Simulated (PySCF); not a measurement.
# C5H6F2: the cost of one run

Programs: PySCF 2.14.0, with density-fitted response routines of our own. Each step states its level of theory. These are calculated values for one molecule in the gas phase, unless marked as measured. Atoms count from 0, in the outputs and in this text.

## (1) The molecule as given

13 atoms, charge 0, multiplicity 1; geometry from: GFN2-xTB. The atoms were then displaced at random by about 0.01 Å, so the start is not that level's minimum.

Bonds of the start (Å): C0–C1 1.49, C1–F2 1.39, C1–C3 1.55, C3–C4 1.50, C4–C5 1.30, C5–F6 1.31, C5–C3 1.45, C0–H7 1.11, C0–H8 1.06, C0–H9 1.12, C1–H10 1.11, C3–H11 1.09, C4–H12 1.04.

## (2) Optimising the geometry at PBE0-D3(BJ)/def2-SVP

What the job is given:

```
{"job": {"xc": "PBE0", "basis": "def2-SVP", "d3": "d3bj", "grid": 1, "shake": 0.01, "kind": "geom"}, "charge": 0, "multiplicity": 1}
C     -1.602620     0.578800    -0.394190
C     -0.638600    -0.075670     0.536410
F     -1.286780    -1.144460     1.145220
C      0.620120    -0.588940    -0.200380
C      1.937250    -0.703510     0.498140
C      1.791110     0.260040    -0.357440
F      2.284800     1.293630    -1.001180
H     -1.143550     1.478940    -0.860020
H     -1.928090    -0.085540    -1.158140
H     -2.507840     0.915670     0.163520
H     -0.343040     0.598380     1.362830
H      0.338570    -1.319240    -0.956020
H      2.484490    -1.224990     1.210930
```

On the command line:

```console
OMP_NUM_THREADS=1 python probes_run.py task.json out
```

This one command runs all jobs of the session in turn.

Q: Estimate the wall time and peak memory of this first job on 1 thread of Arm Neoverse V1, shared host.

About 1.8 min, with a peak of 0.49 GiB.
